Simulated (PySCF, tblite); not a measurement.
# C6H8N2: a rotation path, then NMR shifts on frames, part 2 of 2

tblite 0.8.0 and PySCF 2.14.0. Atoms count from 0. Earlier steps stand in the parts before.

### 5 Nuclear shieldings: image 5, PBE0/pcSseg-1

The job: settings as JSON, then the geometry in Å.

```
{"job": {"kind": "nmr", "xc": "PBE0", "basis": "pcSseg-1", "pop": false}, "charge": 0, "multiplicity": 1}
C     -2.137000     0.944700    -0.533700
C     -1.254400    -0.288000    -0.687800
C      0.031900    -0.126600     0.068300
C      0.832900    -1.221100     0.422900
C      1.972900    -0.962000     1.153700
C      2.242700     0.373700     1.451900
N      1.459300     1.357400     1.062000
N      0.374500     1.109200     0.395700
H     -1.606700     1.819100    -0.898300
H     -3.064200     0.826600    -1.087200
H     -2.368900     1.109000     0.515500
H     -1.771400    -1.184700    -0.333900
H     -1.022100    -0.442700    -1.746700
H      0.558300    -2.226600     0.136600
H      2.629200    -1.750400     1.490700
H      3.115400     0.671500     2.015200
```

Method: GIAO PBE0/pcSseg-1 NMR shielding, non-relativistic, gas phase.

The log of the run:

```text
coarse grid: 13600 points
cycle   1  E = -342.3874789264  dE =  1.337e+00  |g| = 3.785e-01  |ddm| = 3.812e+00
cycle   2  E = -342.3937427597  dE = -6.264e-03  |g| = 3.520e-01  |ddm| = 8.823e-01
cycle   3  E = -342.4230633353  dE = -2.932e-02  |g| = 8.879e-02  |ddm| = 4.245e-01
cycle   4  E = -342.4242661113  dE = -1.203e-03  |g| = 4.817e-02  |ddm| = 9.646e-02
cycle   5  E = -342.4248327759  dE = -5.667e-04  |g| = 7.406e-03  |ddm| = 5.682e-02
cycle   6  E = -342.4248460036  dE = -1.323e-05  |g| = 2.707e-03  |ddm| = 1.073e-02
cycle   7  E = -342.4248476266  dE = -1.623e-06  |g| = 6.257e-04  |ddm| = 2.982e-03
final grid: 132208 points
cycle   8  E = -342.4700447048  dE = -3.749e-05  |g| = 7.474e-03  |ddm| = 4.208e-02
cycle   9  E = -342.4700411709  dE =  3.534e-06  |g| = 8.501e-03  |ddm| = 1.680e-02
cycle  10  E = -342.4700580990  dE = -1.693e-05  |g| = 2.028e-03  |ddm| = 9.394e-03
cycle  11  E = -342.4700591334  dE = -1.034e-06  |g| = 2.907e-04  |ddm| = 2.133e-03
cycle  12  E = -342.4700591513  dE = -1.794e-08  |g| = 9.342e-05  |ddm| = 3.224e-04
cycle  13  E = -342.4700591532  dE = -1.887e-09  |g| = 3.223e-05  |ddm| = 9.379e-05
cycle  14  E = -342.4700591534  dE = -2.108e-10  |g| = 1.058e-05  |ddm| = 3.627e-05
converged SCF energy = -342.4700591534

GIAO shielding tensors (ppm)
atom      isotropic    diamagn.    paramagn.     s11        s22        s33       span
  0 C      173.343     245.153     -71.810    166.815    173.632    179.582     12.767
  1 C      153.991     248.564     -94.573    140.569    149.741    171.664     31.094
  2 C       20.538     255.908    -235.369    -99.631      3.541    157.705    257.336
  3 C       56.558     254.270    -197.712    -57.386     53.608    173.451    230.837
  4 C       57.530     256.720    -199.190    -61.900     52.113    182.377    244.277
  5 C       33.143     250.527    -217.384    -96.211     44.739    150.901    247.111
  6 N     -200.766     323.050    -523.816   -654.065   -204.517    256.285    910.350
  7 N     -191.717     326.681    -518.398   -622.250   -198.740    245.839    868.089
  8 H       28.759      29.656      -0.896     23.595     27.068     35.615     12.021
  9 H       30.457      27.488       2.969     25.780     28.479     37.112     11.332
 10 H       30.400      29.608       0.792     26.785     27.771     36.644      9.859
 11 H       28.786      31.087      -2.301     23.293     29.034     34.031     10.739
 12 H       28.409      30.375      -1.966     23.898     28.151     33.178      9.280
 13 H       24.376      32.901      -8.524     20.703     22.722     29.703      9.000
 14 H       24.389      30.331      -5.942     21.401     23.267     28.499      7.097
 15 H       22.254      28.739      -6.485     19.607     19.830     27.325      7.718
```

It took 20 s on 1 thread of Arm Neoverse V1, shared host; peak memory 0.79 GiB.

In short: δ C2 166.4, C5 153.8, C3 130.4, C4 129.4, H15 9.46, H13 7.34 ppm.

### 6 Nuclear shieldings: image 6, PBE0/pcSseg-1

The job: settings as JSON, then the geometry in Å.

```
{"job": {"kind": "nmr", "xc": "PBE0", "basis": "pcSseg-1", "pop": false}, "charge": 0, "multiplicity": 1}
C     -2.104400     0.977900    -0.608800
C     -1.299300    -0.314900    -0.603400
C     -0.003800    -0.144300     0.134900
C      0.875100    -1.214200     0.358500
C      2.021900    -0.952000     1.077100
C      2.218600     0.364100     1.496600
N      1.361500     1.326700     1.230000
N      0.271600     1.073200     0.573100
H     -1.523700     1.766000    -1.079200
H     -3.038700     0.847700    -1.147500
H     -2.319700     1.289100     0.409500
H     -1.870200    -1.123800    -0.136500
H     -1.083800    -0.624200    -1.631100
H      0.655200    -2.202700    -0.019400
H      2.739800    -1.723200     1.313000
H      3.092100     0.663500     2.057900
```

Method: GIAO PBE0/pcSseg-1 NMR shielding, non-relativistic, gas phase.

The log of the run:

```text
coarse grid: 13600 points
cycle   1  E = -342.3878449206  dE =  1.338e+00  |g| = 3.798e-01  |ddm| = 3.826e+00
cycle   2  E = -342.3938327712  dE = -5.988e-03  |g| = 3.551e-01  |ddm| = 8.967e-01
cycle   3  E = -342.4235952159  dE = -2.976e-02  |g| = 9.123e-02  |ddm| = 4.360e-01
cycle   4  E = -342.4248815836  dE = -1.286e-03  |g| = 4.885e-02  |ddm| = 9.946e-02
cycle   5  E = -342.4254659686  dE = -5.844e-04  |g| = 7.301e-03  |ddm| = 5.777e-02
cycle   6  E = -342.4254786392  dE = -1.267e-05  |g| = 2.812e-03  |ddm| = 1.067e-02
cycle   7  E = -342.4254803659  dE = -1.727e-06  |g| = 6.488e-04  |ddm| = 3.027e-03
final grid: 132208 points
cycle   8  E = -342.4701552342  dE = -3.850e-05  |g| = 7.299e-03  |ddm| = 4.324e-02
cycle   9  E = -342.4701526404  dE =  2.594e-06  |g| = 8.102e-03  |ddm| = 1.613e-02
cycle  10  E = -342.4701681592  dE = -1.552e-05  |g| = 1.839e-03  |ddm| = 8.840e-03
cycle  11  E = -342.4701690064  dE = -8.472e-07  |g| = 3.062e-04  |ddm| = 1.969e-03
cycle  12  E = -342.4701690263  dE = -1.986e-08  |g| = 9.821e-05  |ddm| = 3.369e-04
cycle  13  E = -342.4701690283  dE = -2.042e-09  |g| = 3.494e-05  |ddm| = 1.012e-04
cycle  14  E = -342.4701690286  dE = -2.540e-10  |g| = 1.072e-05  |ddm| = 3.924e-05
converged SCF energy = -342.4701690286

GIAO shielding tensors (ppm)
atom      isotropic    diamagn.    paramagn.     s11        s22        s33       span
  0 C      173.293     244.649     -71.356    170.625    172.545    176.710      6.085
  1 C      154.442     249.352     -94.910    141.364    148.649    173.313     31.949
  2 C       21.554     255.952    -234.398    -98.284      4.845    158.101    256.385
  3 C       56.481     254.205    -197.724    -58.099     52.761    174.780    232.878
  4 C       57.578     256.746    -199.168    -62.188     52.311    182.612    244.800
  5 C       32.994     250.520    -217.526    -97.211     45.300    150.892    248.103
  6 N     -200.163     322.831    -522.994   -652.096   -204.322    255.929    908.026
  7 N     -190.215     326.819    -517.034   -615.003   -199.801    244.159    859.162
  8 H       29.371      29.699      -0.329     24.896     27.198     36.019     11.123
  9 H       30.448      27.337       3.111     25.710     28.594     37.041     11.331
 10 H       29.837      29.513       0.324     25.735     27.397     36.379     10.644
 11 H       28.624      30.676      -2.052     23.257     28.892     33.724     10.467
 12 H       28.523      30.812      -2.289     23.441     28.665     33.465     10.024
 13 H       24.327      32.904      -8.577     20.586     22.652     29.742      9.155
 14 H       24.376      30.334      -5.957     21.373     23.265     28.491      7.117
 15 H       22.245      28.729      -6.484     19.615     19.775     27.345      7.730
```

It took 20 s on 1 thread of Arm Neoverse V1, shared host; peak memory 0.79 GiB.

This run: δ C2 165.4, C5 153.9, C3 130.4, C4 129.3, H15 9.47, H13 7.39 ppm.

### 7 Nuclear shieldings: image 8, PBE0/pcSseg-1

The job: settings as JSON, then the geometry in Å.

```
{"job": {"kind": "nmr", "xc": "PBE0", "basis": "pcSseg-1", "pop": false}, "charge": 0, "multiplicity": 1}
C     -2.041700     0.992900    -0.777500
C     -1.372500    -0.331900    -0.432900
C     -0.062300    -0.149900     0.275200
C      0.927100    -1.142700     0.237300
C      2.099800    -0.900800     0.918300
C      2.194800     0.317000     1.593000
N      1.221400     1.203800     1.593600
N      0.118500     0.975100     0.948100
H     -1.408600     1.573200    -1.443600
H     -2.995700     0.815500    -1.267700
H     -2.203900     1.573000     0.125300
H     -2.030200    -0.911900     0.222900
H     -1.209700    -0.924200    -1.337100
H      0.765800    -2.059400    -0.312100
H      2.910800    -1.614200     0.932100
H      3.078700     0.593500     2.149700
```

Method: GIAO PBE0/pcSseg-1 NMR shielding, non-relativistic, gas phase.

The log of the run:

```text
coarse grid: 13600 points
cycle   1  E = -342.3885628104  dE =  1.330e+00  |g| = 3.771e-01  |ddm| = 3.802e+00
cycle   2  E = -342.3953364472  dE = -6.774e-03  |g| = 3.475e-01  |ddm| = 8.648e-01
cycle   3  E = -342.4239718809  dE = -2.864e-02  |g| = 8.572e-02  |ddm| = 4.103e-01
cycle   4  E = -342.4250715969  dE = -1.100e-03  |g| = 4.722e-02  |ddm| = 9.230e-02
cycle   5  E = -342.4256140436  dE = -5.424e-04  |g| = 7.534e-03  |ddm| = 5.563e-02
cycle   6  E = -342.4256279281  dE = -1.388e-05  |g| = 2.600e-03  |ddm| = 1.085e-02
cycle   7  E = -342.4256294529  dE = -1.525e-06  |g| = 5.930e-04  |ddm| = 2.934e-03
final grid: 132208 points
cycle   8  E = -342.4708373953  dE = -3.841e-05  |g| = 7.711e-03  |ddm| = 4.116e-02
cycle   9  E = -342.4708346024  dE =  2.793e-06  |g| = 8.527e-03  |ddm| = 1.701e-02
cycle  10  E = -342.4708518972  dE = -1.729e-05  |g| = 1.899e-03  |ddm| = 9.280e-03
cycle  11  E = -342.4708528027  dE = -9.055e-07  |g| = 3.212e-04  |ddm| = 2.030e-03
cycle  12  E = -342.4708528247  dE = -2.196e-08  |g| = 1.013e-04  |ddm| = 3.561e-04
cycle  13  E = -342.4708528269  dE = -2.179e-09  |g| = 3.521e-05  |ddm| = 1.017e-04
cycle  14  E = -342.4708528271  dE = -2.503e-10  |g| = 1.120e-05  |ddm| = 3.953e-05
converged SCF energy = -342.4708528271

GIAO shielding tensors (ppm)
atom      isotropic    diamagn.    paramagn.     s11        s22        s33       span
  0 C      174.106     245.306     -71.201    166.470    174.109    181.739     15.268
  1 C      153.312     248.332     -95.020    138.427    150.324    171.184     32.757
  2 C       19.939     255.703    -235.764   -100.340      3.223    156.935    257.275
  3 C       56.319     254.613    -198.294    -57.648     54.592    172.012    229.660
  4 C       57.287     256.670    -199.383    -62.283     52.231    181.912    244.195
  5 C       33.147     250.464    -217.317    -96.016     44.356    151.101    247.117
  6 N     -200.937     323.128    -524.065   -654.965   -204.259    256.412    911.377
  7 N     -190.455     325.802    -516.256   -621.502   -196.927    247.065    868.567
  8 H       30.475      29.865       0.610     26.856     27.942     36.627      9.771
  9 H       30.446      27.555       2.891     25.792     28.391     37.156     11.364
 10 H       28.803      29.452      -0.649     23.547     27.131     35.731     12.185
 11 H       28.392      29.972      -1.580     24.047     28.097     33.032      8.985
 12 H       28.838      31.593      -2.755     23.318     29.103     34.094     10.776
 13 H       24.423      33.060      -8.637     20.779     22.676     29.815      9.036
 14 H       24.372      30.456      -6.084     21.406     23.213     28.497      7.091
 15 H       22.254      28.649      -6.395     19.583     19.859     27.319      7.737
```

Wall time 20 s (1 thread of Arm Neoverse V1, shared host); peak memory 0.79 GiB.

In short: δ C2 167.0, C5 153.8, C3 130.6, C4 129.6, H15 9.46, H14 7.34 ppm.

### 8 Run by run: NMR shifts

Shifts (ppm) of some atoms, chosen among heavy atoms and hydrogens apart, with basis size and wall time:

```tsv
frame	C2	C1	C0	H8	H10	N6	N7	functions	time
image 0	170.2	35.8	20.4	1.49	1.05	470.2	459.6	176	20 s
image 2	170.7	35.5	18.8	2.23	1.06	470.4	465.0	176	20 s
image 5	166.4	32.9	13.6	2.96	1.32	468.5	459.4	176	20 s
image 6	165.4	32.5	13.6	2.35	1.88	467.9	457.9	176	20 s
image 8	167.0	33.6	12.8	1.24	2.91	468.7	458.2	176	20 s
```

### 9 Outcome

This closing draws on all 2 parts.

| quantity | value |
| --- | --- |
| barrier | 0.030 eV (0.7 kcal/mol) at image 5 |
| end to end (GFN2-xTB) | 0.021 eV |
| 13C shifts against TMS (PBE0/pcSseg-1, image 0) | 170.2, 153.5, 130.3, 129.1, 35.8, 20.4 ppm |
| 1H shifts against TMS (PBE0/pcSseg-1, image 0) | 9.46, 7.39, 7.38, 3.46, 2.83, 1.52, 1.49, 1.05 ppm |
| 15N shifts against NH3 (PBE0/pcSseg-1, image 0) | 470.2, 459.6 ppm |
| range of the shift of C0 | 12.8 to 20.4 ppm |

In words: Along the band the dihedral turns by 119°, and the top (dihedral -19°) lies 0.7 kcal/mol above the start (GFN2-xTB, rough), so at room temperature this motion is fast. Ends this close can change order at a higher level. The top was not checked by a frequency run. Shifts at one fixed geometry are not the observed spectrum, which averages over the motion. In the first frame run (image 0): The widest tensor belongs to N6: span 903 ppm, with a paramagnetic part of -526 ppm. NICS(1)zz of -28 ppm above the planar ring from C2 marks a diatropic (aromatic) ring current. In ppm, C0 moves most: its shift spreads over 7.5 ppm, from 12.8 (image 8) to 20.4 (image 0).
